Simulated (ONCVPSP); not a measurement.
**Pseudopotential generation for F: ONCV, LDA (Perdew-Wang 92)**

Task: generate the file, and judge it by its errors in other configurations, its logarithmic derivatives, its ghosts and its cutoff.

Method: ONCVPSP 4.0.1.1 (patched build), LDA (Perdew-Wang 92), scalar-relativistic.

### Step 1. Starting point

The settings as typed:

| Property | Result |
| --- | --- |
| element | fluorine (F, Z = 9) |
| type | optimised norm-conserving Vanderbilt (ONCV) |
| frozen core | [He] |
| valence charge | 7 |
| reference configuration | 2s2 2p5 |
| partial waves | 2s: rc 0.70 bohr, ncon 4, nbas 8, qcut 8.8 1/bohr, 3 projectors, debl 3.4 Ha; 2p: rc 1.00 bohr, ncon 3, nbas 6, qcut 16.3 1/bohr, 2 projectors, debl 2.9 Ha |
| local potential | polynomial inside 0.60 bohr (lpopt 2, dvloc0 3 Ha) |
| core correction | polynomial model core, fcfact 0.5 |

The outer shells as boxes (Hund's rule for the drawing; the calculation is spin-unpolarised):

```
[He] core
2s [↑↓]
2p [↑↓][↑↓][↑ ]
```

An earlier all-electron run gives the scale for the radii.

All-electron outer shells of the reference configuration (LDA (PZ), scalar-relativistic, ld1.x):

```tsv
shell	level (eV)	outermost node (bohr)	outermost maximum (bohr)
1s	-658.96	–	0.12
2s	-29.65	0.24	0.77
2p	-11.29	–	0.71
```

### Step 2. Generation

The input, F.dat:

```
# ATOM AND REFERENCE CONFIGURATION
# atsym  z   nc   nv     iexc    psfile
  F 9.00    1    2  -001012      upf
#
#   n    l    f
    1    0    2.00
    2    0    2.00
    2    1    5.00
#
# PSEUDOPOTENTIAL AND OPTIMIZATION
# lmax
    1
#
#   l,   rc,      ep,       ncon, nbas, qcut
    0    0.70    0.00    4    8    8.80
    1    1.00    0.00    3    6   16.30
#
# LOCAL POTENTIAL
# lloc, lpopt,  rc(5),   dvloc0
    4    2    0.60    3.00
#
# VANDERBILT-KLEINMAN-BYLANDER PROJECTORs
# l, nproj, debl
    0    3    3.40
    1    2    2.90
#
# MODEL CORE CHARGE
# icmod, fcfact, rcfact
    1    0.50    0.00
#
# LOG DERIVATIVE ANALYSIS
# epsh1, epsh2, depsh
   -3.00    5.00    0.02
#
# OUTPUT GRID
# rlmax, drl
    6.00    0.01
#
# TEST CONFIGURATIONS
# ncnf
    4
# nvcnf
#   n    l    f
    2
    2    0    2.00
    2    1    4.00
#
    2
    2    0    2.00
    2    1    3.00
#
    2
    2    0    2.00
    2    1    2.00
#
    2
    2    0    2.00
    2    1    4.50
#
```

Launch:

```console
$ oncvpsp.x < F.dat > F.out
```

Before running it: what results should come out? Wanted: cutoffs for 1 and 0.1 mHa per electron, occupied waves; bound ghosts; GHOST(+) flags; largest test error; largest phase difference near zero energy, channels read; rms error of d²Exc/dn², without and with the model core.

The runs gave:

| quantity | value |
| --- | --- |
| cutoffs for 1 and 0.1 mHa per electron, occupied waves | 147 Ha and 332 Ha |
| bound ghosts | s at -1613.09 eV |
| GHOST(+) flags | s at 4088 eV |
| largest test error (AE − PS) | +121 meV, for 2s2 2p2 |
| largest phase difference near zero energy, channels read | 0.000 rad |
| rms error of d²Exc/dn², without and with the model core | 2.70 and 0.97 mHa |

It has a bound ghost (s), a state that the atom doesn't have, and that rules the file out. By total energies transferability is fair for so large an energy: the largest error is 121 meV on 118.8 eV, for 2s2 2p2. That test lies far up in energy; among those under 40 eV, nearer to bonding, the largest error is 1.9 meV. By its cutoff, 147 Ha for the looser tolerance, it is very hard. The 2s wave sets it; 2p needs 68 Ha. Near zero energy the phases of the channels with partial waves agree within 0.001 rad. The program also flags highly localised states, GHOST(+) (s). These are tests on the free atom; a crystal test is still owed.
